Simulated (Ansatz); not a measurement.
# BFH3InO: the cost of one run

The runs use Ansatz 0.2.0; RKS CAM-B3LYP-D4/def2-SVP.

## 1. The starting structure

SMILES `O[B](F)[InH2]`, 7 atoms, charge 0, spin multiplicity 1.

Atoms are counted from 1 here; the program's logs count them from 0.

Bond lengths: O1–B2 1.360 Å, O1–H5 0.972 Å, B2–F3 1.344 Å, B2–In4 2.300 Å, In4–H6 1.753 Å, In4–H7 1.753 Å. Angles: B2–O1–H5 113.0°, O1–B2–F3 115.2°, O1–B2–In4 129.6°, F3–B2–In4 115.2°, B2–In4–H6 122.0°, B2–In4–H7 123.0°, H6–In4–H7 114.9°.

As a file:

```xyz
7
charge 0, multiplicity 1
O     1.6329   -0.4117    1.1243
B     0.4632   -0.7447    0.5158
F     0.0753   -2.0204    0.6814
In   -0.9506    0.5508   -0.7537
H     1.8847    0.5168    0.9816
H    -2.3779    1.3083   -0.0753
H    -0.7277    0.8010   -2.4742
```

This geometry comes from a loose relaxation at PBE in a small basis, which is not shown.

## 3. The grid

First coordinate, dihedral H5–O1–B2–In4: 10 values from −180 to 144 °, periodic. Second coordinate, dihedral O1–B2–In4–H6: 10 values from −180 to 144 °, periodic.

Relaxed at each point: all other coordinates. Energies count from the relaxed molecule at the same level. Points are written as (first, second).

(The set-up runs are not shown.)

## 4. The run at (0°, −108°)

Contents of input.yaml:

```yaml
crystal:
  periodic: [false, false, false]
  atoms:
    - { symbol: O, position_ang: [1.59812, -0.400877, 1.104109] }
    - { symbol: B, position_ang: [0.417188, -0.734838, 0.55312] }
    - { symbol: F, position_ang: [0.082321, -2.016277, 0.678359] }
    - { symbol: In, position_ang: [-0.901825, 0.620343, -0.731073] }
    - { symbol: H, position_ang: [1.904351, 0.494972, 0.933822] }
    - { symbol: H, position_ang: [-2.386585, 1.24581, -0.091986] }
    - { symbol: H, position_ang: [-0.71357, 0.790857, -2.446351] }
basis:
  gaussian: { orbitals: def2-SVP }
hamiltonian:
  xc: { name: CAM-B3LYP }
  dispersion: d4
output:
  forces: true
relax:
  f_tol: 0.02
  max_steps: 50
  escape_saddle: false
  constraints: [{ sites: [4, 0, 1, 3] }, { sites: [0, 1, 3, 5] }]
scf:
  lower_state_search: "off"
```

Command:

```sh
ansatz run input.yaml --threads 1 --pin off --max-ram 2560MiB --backend cpu --events-out ev --progress --plain --runs-dir out
```

Q: Estimate wall time and peak memory on 1 thread of Arm Neoverse V1, shared host.

About 16 s, with a peak of 0.17 GiB.
